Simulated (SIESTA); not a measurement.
## W3N4 under changes of volume

One of the cells (10.005 Å³/atom); the others are scaled copies at fixed shape and fractional positions:

```xyz
7
Lattice="4.1220 0.0000 0.0000 0.0000 4.1220 0.0000 0.0000 0.0000 4.1220" Properties=species:S:1:pos:R:3 pbc="T T T"
W     2.0610    0.0000    2.0610
W     0.0000    2.0610    2.0610
W     2.0610    2.0610    0.0000
N     0.0000    0.0000    2.0610
N     0.0000    2.0610    0.0000
N     2.0610    0.0000    0.0000
N     2.0610    2.0610    2.0610
```

| Item | Value |
| --- | --- |
| Program | SIESTA 5.4.2 |
| Functional | LDA |
| Potentials or basis | PseudoDojo 0.4 standard (LDA files) |
| Basis | DZP (energy shift 0.003 Ry; two zetas on semicore shells) |
| Grid cutoff | 800 Ry |
| Energy shift | 0.003 Ry |
| k mesh | 5 × 5 × 5 |
| Occupations | fermi-dirac, width 0.05 eV |
| Spin | no spin polarisation |

```tsv
volume (Å³/atom)	energy over the lowest point (meV/atom)	pressure (GPa)
9.405	186.18	57.2
9.605	122.73	44.7
9.805	?	?
10.005	38.75	23.3
10.205	15.48	14.2
10.405	2.94	6.1
10.606	0.00	-1.3
```

Task: What does the run at 9.805 Å³/atom give?

Result: Energy over the lowest point 74.11 meV/atom; pressure 33.5 GPa.

Worked out: A Birch-Murnaghan fit of order 3 (a polynomial in V^(-2/3)) to the other rows has its minimum at 10.57 Å³/atom with B0 = V·E''(V) = 375 GPa and B' = 4.6. It gives 74.08 meV/atom at 9.805 Å³/atom, against the run's 74.11, and -dE/dV = 33.4 GPa, against 33.5.

Energies are extrapolated to zero smearing.

Caveats: short orbitals over semicore shells can move pressures by several GPa; the basis of atomic orbitals isn't converged, which shifts pressures, moduli and gaps.
